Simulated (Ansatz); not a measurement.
# Cs: the cost of one run

Program: Ansatz 0.2.0. Level of theory: DFT PBE, scalar-relativistic, plane waves, PAW. These are calculated values, not measurements.

**1. Starting point**

Symmetry: P-3m1, No. 164, trigonal system. The conventional cell has a = 7.324 Å, b = 7.324 Å, c = 16.000 Å, α = 90.00°, β = 90.00°, γ = 120.00°. Cs (site symmetry 3m) is surrounded by 6 Cs at 4.28 to 4.42 Å. Cs (site symmetry -3m) is surrounded by 6 Cs at 4.28 Å.

Structure file:

```cif
data_structure
_symmetry_space_group_name_H-M 'P-3m1'
_symmetry_Int_Tables_number 164
_cell_length_a 7.3238
_cell_length_b 7.3238
_cell_length_c 16.0000
_cell_angle_alpha 90.000
_cell_angle_beta 90.000
_cell_angle_gamma 120.000
_cell_volume 743.22
loop_
_atom_site_label
_atom_site_type_symbol
_atom_site_symmetry_multiplicity
_atom_site_Wyckoff_symbol
_atom_site_fract_x
_atom_site_fract_y
_atom_site_fract_z
_atom_site_occupancy
Cs1 Cs 2 d 0.33333 0.66667 0.53987 1
Cs2 Cs 1 b 0.00000 0.00000 0.50000 1
```

Recipe of the guess: random sheet by layer group and Wyckoff sites. The dimensions are guesses.

Only a and b are periodic; c spans vacuum, so the box's volume, pressure and space group aren't properties of the sheet.

**2. The guess as it stands, on a coarse mesh**

The input, input.yaml:

```yaml
crystal:
  lattice:
    - [7.323768, 0.0, 0.0]
    - [-3.661884, 6.342569, 0.0]
    - [0.0, 0.0, 16.0]
  atoms:
    - { symbol: Cs, position: [0.33333333, 0.66666667, 0.53987491] }
    - { symbol: Cs, position: [0.66666667, 0.33333333, 0.46012509] }
    - { symbol: Cs, position: [0.0, 0.0, 0.5] }
  periodic: [true, true, false]
basis:
  ecutwfc: 420
kpoints:
  mp_grid: { grid: [3, 3, 1] }
hamiltonian:
  xc: pbe
scf:
  occupations: { method: gaussian, width: 0.1 }
  lower_state_search: "off"
output:
  forces: true
  stress: true
  eigenvalues: true
```

Command:

```sh
ansatz run input.yaml --threads 1 --pin off --max-ram 2560MiB --backend cpu --events-out ev --progress --plain --runs-dir out
```

Q: Estimate wall time and peak memory on 1 thread of Intel Xeon at 2.50GHz (Skylake/Cascade Lake), shared host.

About 24 s, with a peak of 0.89 GiB.
